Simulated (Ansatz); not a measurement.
# InHI radical (SMILES [InH][I]): functionals against CCSD(T) at one geometry

The atoms stand at a structure displaced at random from a GFN2-xTB minimum. How far do the functionals agree with CCSD(T) there?

Program: Ansatz 0.2.0, Gaussian basis. Level of theory: single points in def2-TZVPP. These are calculated values, not measurements.

Correlated methods freeze the cores. Filled d shells of the heavier atoms are correlated. Core potentials replace the inner electrons past krypton, and spin-orbit coupling is left out. Orbitals are unrestricted.

## 1. Where the work starts

3 atoms, charge 0, spin multiplicity 2.

Atoms are counted from 1 here; the program's logs count them from 0.

Bond lengths: In1–I2 2.963 Å.

Coordinates:

```xyz
3
HIIn
In   -0.5041    0.4505   -0.1996
I     1.9260    0.8323    1.4527
H    -1.4588   -1.4992   -0.8901
```

## 2. CCSD(T)/def2-TZVPP

File run/in.yaml:

```yaml
crystal:
  periodic: [false, false, false]
  atoms:
    - {symbol: In, position_ang: [-0.504100, 0.450500, -0.199600]}
    - {symbol: I, position_ang: [1.926000, 0.832300, 1.452700]}
    - {symbol: H, position_ang: [-1.458800, -1.499200, -0.890100]}
basis:
  gaussian: {orbitals: def2-TZVPP}
magnetization: {spin_polarized: true, initial_magnetization: 1}
correlation: {method: ccsd_t}
scf: {omitted_lower_state_checks: [cluster_reference]}
output: {forces: true}
```

No record of the launch command was kept for these runs.

## 3. PBE0-D4/def2-TZVPP

Changes to run/in.yaml since step 2:

```diff
@@ -9,4 +9,3 @@
 magnetization: {spin_polarized: true, initial_magnetization: 1}
-correlation: {method: ccsd_t}
-scf: {omitted_lower_state_checks: [cluster_reference]}
-output: {forces: true}
+hamiltonian: {xc: pbe0, dispersion: d4}
+output: {forces: true, orbitals: {seedname: orbitals}}
```

## 4. wB97M-V/def2-TZVPP

Changes to run/in.yaml since step 3:

```diff
@@ -9,3 +9,3 @@
 magnetization: {spin_polarized: true, initial_magnetization: 1}
-hamiltonian: {xc: pbe0, dispersion: d4}
-output: {forces: true, orbitals: {seedname: orbitals}}
+hamiltonian: {xc: {name: wB97M-V}}
+output: {forces: true}
```

## 5. r2SCAN-D4/def2-TZVPP

Changes to run/in.yaml since step 4:

```diff
@@ -9,3 +9,3 @@
 magnetization: {spin_polarized: true, initial_magnetization: 1}
-hamiltonian: {xc: {name: wB97M-V}}
+hamiltonian: {xc: r2scan, dispersion: d4}
 output: {forces: true}
```

## 6. PBE-D4/def2-TZVPP

Changes to run/in.yaml since step 5:

```diff
@@ -9,3 +9,3 @@
 magnetization: {spin_polarized: true, initial_magnetization: 1}
-hamiltonian: {xc: r2scan, dispersion: d4}
+hamiltonian: {xc: pbe, dispersion: d4}
 output: {forces: true}
```

## 7. r2SCAN0-D4/def2-TZVPP

Changes to run/in.yaml since step 6:

```diff
@@ -9,3 +9,3 @@
 magnetization: {spin_polarized: true, initial_magnetization: 1}
-hamiltonian: {xc: pbe, dispersion: d4}
+hamiltonian: {xc: {name: r2SCAN0}, dispersion: d4}
 output: {forces: true}
```

## 8. LC-wPBE/def2-TZVPP

Changes to run/in.yaml since step 7:

```diff
@@ -9,3 +9,3 @@
 magnetization: {spin_polarized: true, initial_magnetization: 1}
-hamiltonian: {xc: {name: r2SCAN0}, dispersion: d4}
+hamiltonian: {xc: {name: LC-wPBE}}
 output: {forces: true}
```

(Steps that only read results are left out.)

Q: Predict the outcome of this session. Wanted: energy less free atoms, CCSD(T)/def2-TZVPP; RMS force component; RMS force error; HOMO and LUMO, PBE0-D4; T1 diagnostic.

As calculated:

| quantity | value |
| --- | --- |
| energy less free atoms, CCSD(T)/def2-TZVPP | -366.9 kJ/mol |
| RMS force component | 0.498 to 0.693 eV/Å over the methods |
| RMS force error | PBE0-D4 0.043, wB97M-V 0.036, r2SCAN-D4 0.051, PBE-D4 0.131, r2SCAN0-D4 0.045, LC-wPBE 0.092 eV/Å |
| HOMO and LUMO, PBE0-D4 | -6.63 and -3.90 eV |
| T1 diagnostic | 0.020 |

Against CCSD(T) the functionals' energies less atoms differ by -41.4 to +12.3 kJ/mol, PBE-D4 by -41.4 kJ/mol. A larger basis would deepen the CCSD(T) value, while the functionals are nearly converged already, so the order here is not reliable. The forces of wB97M-V come nearest to CCSD(T), those of PBE-D4 are farthest. Frozen-core CCSD(T) forces in triple zeta carry basis errors of their own, and this is one geometry, so small gaps rank nothing. The unrestricted reference is spin-contaminated, which hurts MP2 most.
